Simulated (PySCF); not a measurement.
# C7H7NO2: the cost of one run

The runs use PySCF 2.14.0, with density-fitted response routines of our own; the level of theory stands in each step. All values are computed, except where a source is named. Atoms count from 0, in the outputs and in this text.

### Step 1. The starting structure

17 atoms, charge 0, multiplicity 1; geometry from: GFN2-xTB. The atoms were then displaced at random by about 0.01 Å, so the start is not that level's minimum.

Bonds of the start (Å): C0–C1 1.53, C1–O2 1.20, C1–O3 1.32, O3–C4 1.41, C4–C5 1.40, C5–C6 1.37, C6–C7 1.38, C7–C8 1.37, C8–N9 1.32, N9–C4 1.31, C0–H10 1.07, C0–H11 1.06, C0–H12 1.11, C5–H13 1.07, C6–H14 1.08, C7–H15 1.10, C8–H16 1.08.

### Step 2. Optimising the geometry at PBE0-D3(BJ)/def2-SVP

Job settings and geometry (Å):

```
{"job": {"xc": "PBE0", "basis": "def2-SVP", "d3": "d3bj", "grid": 1, "shake": 0.01, "kind": "geom"}, "charge": 0, "multiplicity": 1}
C      3.370230    -0.512220    -0.113050
C      1.993260    -0.044880     0.366270
O      1.774440     0.633110     1.329010
O      1.072440    -0.511060    -0.456210
C     -0.297040    -0.232830    -0.262120
C     -0.751470     1.037900     0.127600
C     -2.105300     1.204260     0.258470
C     -2.947380     0.146390    -0.009900
C     -2.398260    -1.057860    -0.370310
N     -1.096070    -1.247520    -0.497830
H      4.051210    -0.462720     0.712280
H      3.288550    -1.482820    -0.534640
H      3.653740     0.208380    -0.905230
H     -0.074290     1.839950     0.331460
H     -2.515450     2.154730     0.557290
H     -4.033030     0.257470     0.092710
H     -3.002080    -1.918440    -0.615630
```

The run is started by

```bash
> OMP_NUM_THREADS=1 python probes_run.py task.json out
```

One launch serves the whole session: the jobs run in the order shown.

Q: Estimate the wall time and peak memory of this first job on 1 thread of Intel Xeon Platinum 8375C at 2.90GHz, shared host.

About 4.2 min, with a peak of 0.72 GiB.
